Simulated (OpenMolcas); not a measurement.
# Br2 (bromine): revTPSS/ANO-R1 (DKH8)

What is the energy change on altering one bond length of Br2 (bromine) at revTPSS/ANO-R1 (DKH8)? 

The results are computed with OpenMolcas 26.06.

### Step 1. The molecule

The species is Br2 (2 atoms), meant as a singlet with charge 0. As SMILES, `BrBr`. The coordinates come from a PBE0-D4/def2-TZVP relaxation.

Bond lengths: Br1–Br2 2.281 Å.

### Step 2. A single-point energy at revTPSS/ANO-R1 (DKH8)

job.inp

```
&GATEWAY
COORD
2
bohr
Br     1.83866572    -0.61489798     0.94206627
Br    -1.83866572     0.61489798    -0.94206627
BASIS=ANO-R1
GROUP=NoSym
&SEWARD
RELATIVISTIC=R08O02
EXPERT
&SCF
KSDFT=2
1.0 MGGA_X_REVTPSS
1.0 MGGA_C_REVTPSS
PRORBITALS=0
```

Started as:

```sh
$ export MOLCAS_MEM=1860
$ pymolcas job.inp > job.log
```

The program printed:

```text
--- Start Module: gateway ---
[...]
--- Stop Module: gateway /rc=_RC_ALL_IS_WELL_ ---
--- Start Module: seward ---
[...]
 ###    WARNING:  EXPERT option is ON!                                       ###
 ###############################################################################
               SEWARD will generate:
[...]
      Basis functions           78
--- Stop Module: seward /rc=_RC_ALL_IS_WELL_ ---
[...]
--- Start Module: scf ---
[...]
       Convergence after  10 Iterations
[...]
::    Total KS-DFT energy                           -5211.0758068301
[...]
      Total spin, S                                     0.0000000000
[...]
      Total electronic charge=   70.000000
      Total            charge=   -0.000000
[...]
      Dipole Moment (debye):
      Origin of the operator (angstrom)=   -0.0000   -0.0000    0.0000
                   X= -9.1882E-10               Y=  3.2538E-10               Z= -4.8810E-10           Total=  1.0901E-09
      Quadrupole Moment (debye*angstrom):
[...]
--- Stop Module: scf /rc=_RC_ALL_IS_WELL_ ---
[...]
```

Run time: 15 s. Hardware: 1 thread of Arm Neoverse V2, shared host; peak memory 0.49 GiB.

### Step 3. The distorted shape, same level

job.input

```
&gateway
 coord
 2
 bohr
 Br     2.20633651    -0.73785679     1.13044740
 Br    -1.83866572     0.61489798    -0.94206627
 basis
 ANO-R1
 group
 NoSym

&seward
 relativistic
 R08O02
 expert

&scf
 ksdft
 2
 1.0 MGGA_X_REVTPSS
 1.0 MGGA_C_REVTPSS
 prorbitals
 0
```

Started as:

```sh
$ export MOLCAS_MEM=1860
$ pymolcas job.input > job.log
```

The program printed:

```text
--- Start Module: gateway ---
[...]
--- Stop Module: gateway /rc=_RC_ALL_IS_WELL_ ---
--- Start Module: seward ---
[...]
 ###    WARNING:  EXPERT option is ON!                                       ###
 ###############################################################################
               SEWARD will generate:
[...]
      Basis functions           78
--- Stop Module: seward /rc=_RC_ALL_IS_WELL_ ---
[...]
--- Start Module: scf ---
[...]
       Convergence after  10 Iterations
[...]
::    Total KS-DFT energy                           -5211.0688170448
[...]
      Total spin, S                                     0.0000000000
[...]
      Total electronic charge=   70.000000
      Total            charge=   -0.000000
[...]
      Dipole Moment (debye):
      Origin of the operator (angstrom)=    0.0973   -0.0325    0.0498
                   X=  3.3103E-08               Y= -1.1100E-08               Z=  1.7006E-08           Total=  3.8836E-08
      Quadrupole Moment (debye*angstrom):
[...]
--- Stop Module: scf /rc=_RC_ALL_IS_WELL_ ---
[...]
```

Run time: 15 s. Hardware: 1 thread of Arm Neoverse V2, shared host; peak memory 0.48 GiB.

### Step 4. What came out

At revTPSS/ANO-R1 (DKH8):

| quantity | value |
| --- | --- |
| first shape: total energy | -5211.07581 Eh |
| first shape: dipole moment | 0.00 D |
| first shape: HOMO energy | -6.71 eV |
| first shape: LUMO energy | -4.21 eV |
| first shape: HOMO–LUMO gap | 2.50 eV |
| distorted shape: total energy | -5211.06882 Eh |
| distorted shape: dipole moment | 0.00 D |
| distorted shape: HOMO energy | -7.04 eV |
| distorted shape: LUMO energy | -5.46 eV |
| distorted shape: HOMO–LUMO gap | 1.58 eV |
| energy change with the Br1–Br2 bond stretched from 2.281 to 2.509 Å | 0.190 eV |

What this shows: With the Br1–Br2 bond stretched from 2.281 to 2.509 Å the energy rises by 0.19 eV (18.4 kJ/mol). The first shape isn't relaxed at this level, so the change isn't measured from a minimum.
